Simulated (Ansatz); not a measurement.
# SiGeH+ (singlet): the correlation ladder, cc-pVDZ

The task here is to estimate one member of a computed series from the others.

Program: Ansatz 0.2.0, Gaussian basis. Level of theory: cc-pVDZ, core rule «outside noble gas», up to 19 orbitals frozen. These are calculated values, not measurements.

Plan: UHF; CCSD(T) on RHF; CCSD(T) on UHF; BCCD(T) on RHF; CISD; CCSDT(Q) on RHF; CCSDT(Q) on UHF; CASSCF and MRCISD+Q, 8 electrons in 9 orbitals; CASSCF and NEVPT2, 8 electrons in 9 orbitals.

16 further runs of the same task are left out: 5 that didn't finish, 11 set aside as unsound or not needed.

**The geometry**

The geometry is a PBE0/def2-TZVP stationary point (not a proven minimum) of the parent state, kept for this charge and spin. No spin-orbit coupling is included. The filled d shell of Ge may be among the frozen orbitals whatever the setting's name suggests; the logs give the count.

3 atoms, charge 1, spin multiplicity 1.

Atoms are counted from 1 here; the program's logs count them from 0.

Bond lengths: Si1–Ge2 2.296 Å, Si1–H3 1.673 Å, Ge2–H3 1.819 Å. Angles: Ge2–Si1–H3 51.7°, Si1–Ge2–H3 46.2°, Si1–H3–Ge2 82.1°.

The first run:

Input file in.yaml:

```yaml
crystal:
  periodic: [false, false, false]
  atoms:
    - {symbol: Si, position_ang: [0.000000, -0.036792, 1.649022]}
    - {symbol: Ge, position_ang: [0.000000, -0.003695, -0.646339]}
    - {symbol: H, position_ang: [0.000000, 1.291472, 0.631435]}
basis:
  gaussian: {orbitals: cc-pVDZ}
total_charge: 1
magnetization: {spin_polarized: true, initial_magnetization: 0}
hamiltonian: {xc: hf}
output: {orbitals: {seedname: orbitals}}
```

Launch:

```sh
> ansatz run in.yaml --threads 1 --pin off --events-out ev --progress --plain --max-ram 2393MiB
```

Steps of the session up to this table: UHF; CCSD(T) on RHF; CCSD(T) on UHF; BCCD(T) on RHF; CISD; CCSDT(Q) on RHF; CCSDT(Q) on UHF; CASSCF and MRCISD+Q, 8 electrons in 9 orbitals; CASSCF and NEVPT2, 8 electrons in 9 orbitals.

One table of the session follows, with a row left open; its other results are not shown here.

It belongs to the step «Misses and costs». 

| method | from RCCSDT(Q) (kcal/mol) |
| --- | --- |
| RHF | +111.45 |
| RMP2 | +29.86 |
| UMP2 | +19.67 |
| CISD | +14.26 |
| RCCSD | +5.83 |
| UCCSD | ? |
| RCCSD(T) | +2.14 |
| UCCSD(T) | -6.94 |
| BCCD(T) | +2.13 |
| RCCSDT | +0.57 |
| UCCSDT | -11.24 |
| RCCSDT(Q) | 0 |
| UCCSDT(Q) | -13.06 |
| CASSCF valence | +58.80 |
| NEVPT2 valence | +17.62 |
| MRCISD valence | +5.23 |
| MRCISD+Q valence | +1.96 |

Estimate the missing values for UCCSD.

**Answer.** from RCCSDT(Q) (kcal/mol): -1.94. In the column «from RCCSDT(Q) (kcal/mol)» it lies between UCCSD(T) (-6.94) and RCCSDT(Q) (0).

Left out of the table: UHF (another determinant or state than the rows shown).

Limits of these values: The determinant is far from a pure spin state, so its energy mixes those of several spin states (harmless only where they are near-degenerate, as at dissociation). The program flags UCCSD(T), UCCSDT(Q) as in doubt, so those rows may rest on another solution; read them beside their warnings. Warnings: restricted reference is unstable; spin contamination; coupled cluster took another determinant than the lowest. Restricted and unrestricted rows rest on different reference determinants; where their highest levels disagree by more than a few hundredths of an eV, they describe different states and don't form one ladder.
